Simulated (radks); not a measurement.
# Taking charge from the 3s level of Ar⁺ in fractions

One table from this session's results is given with a row withheld; the runs are named, their logs left out.

The numbers are computed with radks (a radial shooting solver on a logarithmic mesh, Libxc functionals) version 1 (non-relativistic Kohn-Sham, TPSS, spin-unpolarised, spherical densities, point nucleus), except any that are marked as measured or tabulated.

## What is computed

```
element       : argon (Z = 18)
charge        : +1
electrons     : 17
configuration : [Ne] 3s2 3p5
```

Outer shells as boxes (Hund's rule):

Ar⁺
```
[Ne] core
3s [↑↓]
3p [↑↓][↑↓][↑ ]
```

Set-up of the first run:

Input:

```text
Z 18
configuration [Ne] 3s2 3p5
relativity non-relativistic
functional tpss,tpss
spin unpolarised
nucleus point
```

Among the steps run: Start: [Ne] 3s2 3p5.

One of the session's tables, all rows but one given; the rest of the session is left out.

It belongs to the step «Start: [Ne] 3s2 3p5». Radial moments (bohr):

| level | <r> | outermost maximum (interpolated) | 90 % within | nodes |
| --- | --- | --- | --- | --- |
| 1s | ? | ? | ? | ? |
| 2s | 0.4154 | 0.340 | 0.648 | 1 |
| 2p | 0.3772 | 0.281 | 0.624 | 0 |
| 3s | 1.375 | 1.17 | 2.07 | 2 |
| 3p | 1.552 | 1.26 | 2.41 | 1 |

Q: Estimate the row for 1s from the others.

The run gave: <r>: 0.08612; outermost maximum (interpolated): 0.0565; 90 % within: 0.154; nodes: 0. In the column «<r>» it is the lowest.
